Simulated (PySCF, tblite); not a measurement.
# C₅H₁₅NOSi: geometry, infrared bands and NMR shifts

Aim: predict the infrared bands and NMR shifts of C₅H₁₅NOSi (`CO[SiH2]NC(C)(C)C`).

Computed with tblite 0.8.0 and PySCF 2.14.0, with density-fitted response routines of our own, on a single molecule in the gas phase. Atoms count from 0, in the outputs and in this text.

### Step 1. The starting structure

23 atoms, charge 0, multiplicity 1; geometry from: force field or distance geometry start.

Bonds of the start (Å): C0–O1 1.43, O1–Si2 1.65, Si2–N3 1.71, N3–C4 1.47, C4–C5 1.54, C4–C6 1.55, C4–C7 1.53, C0–H8 1.10, C0–H9 1.08, C0–H10 1.10, Si2–H11 1.48, Si2–H12 1.48, N3–H13 1.01, C5–H14 1.09, C5–H15 1.11, C5–H16 1.09, C6–H17 1.10, C6–H18 1.10, C6–H19 1.09, C7–H20 1.09, C7–H21 1.10, C7–H22 1.10.

### Step 2. Optimising the geometry with GFN2-xTB

What the job is given:

```
{"job": {"kind": "relax", "xc": "GFN2-xTB", "basis": "xTB"}, "charge": 0, "multiplicity": 1}
C      3.498400    -0.873500    -0.278800
O      2.924500     0.436000    -0.337600
Si     1.559900     0.726200     0.543200
N      0.289200     0.116200    -0.416500
C     -1.159500     0.077000    -0.146800
C     -1.762400     1.495400    -0.153900
C     -1.793300    -0.714400    -1.315000
C     -1.489900    -0.633900     1.169100
H      3.787700    -1.143100     0.744600
H      4.388000    -0.876600    -0.893000
H      2.797600    -1.621500    -0.686100
H      1.333800     2.181000     0.681600
H      1.574300     0.031200     1.851100
H      0.457400     0.460300    -1.351200
H     -2.852000     1.468000    -0.051700
H     -1.380000     2.098100     0.694500
H     -1.528000     2.032000    -1.078700
H     -1.398700    -1.744300    -1.358800
H     -2.881500    -0.788500    -1.183500
H     -1.599700    -0.238700    -2.274200
H     -1.068100    -1.639700     1.197700
H     -2.581800    -0.740500     1.287700
H     -1.120500    -0.079900     2.049400
```

On the command line:

```bash
> OMP_NUM_THREADS=1 python probes_run.py task.json out
```

This one command runs all jobs of the session in turn.

**Question.** This job is followed by: GFN2-xTB harmonic vibrations, gas phase; GIAO PBE0/pcSseg-1 NMR shielding, non-relativistic, gas phase. Predict these results of the whole session: strongest single infrared mode (GFN2-xTB); zero-point energy (GFN2-xTB); 13C shifts against TMS (PBE0/pcSseg-1, means over atoms taken as alike); 1H shifts against TMS (PBE0/pcSseg-1, means over atoms taken as alike); 17O shifts against H2O (PBE0/pcSseg-1); 29Si shifts against TMS (PBE0/pcSseg-1); 15N shifts against NH3 (PBE0/pcSseg-1).

**Answer**, as computed:

```
                                                               quantity                       value
                              strongest single infrared mode (GFN2-xTB)       2203 cm⁻¹, 381 km/mol
                                           zero-point energy (GFN2-xTB)              122.1 kcal/mol
13C shifts against TMS (PBE0/pcSseg-1, means over atoms taken as alike)        53.2, 50.4, 34.6 ppm
 1H shifts against TMS (PBE0/pcSseg-1, means over atoms taken as alike)  5.18, 3.80, 1.22, 0.03 ppm
                                 17O shifts against H2O (PBE0/pcSseg-1)                     5.4 ppm
                                29Si shifts against TMS (PBE0/pcSseg-1)                   -33.3 ppm
                                 15N shifts against NH3 (PBE0/pcSseg-1)                    65.7 ppm
```

What this shows: The optimisation took 150 steps and gained 0.339 eV; among the close pairs (by a distance rule), C0–O1 changed most, from 1.431 to 1.391 Å. No mode is imaginary among the 63: a minimum at this level. The strongest single mode, at 2203 cm⁻¹, moves mainly H12. Unscaled tight-binding wavenumbers are off by several per cent, some by more. Its intensities can rank the bands wrongly. The most deshielded carbon is C0 (methyl carbon bonded to O), at 53.2 ppm: deshielded by the electronegative neighbour. At PBE0/pcSseg-1: The largest span, 107 ppm, is at O1, where the paramagnetic term is -66 ppm.
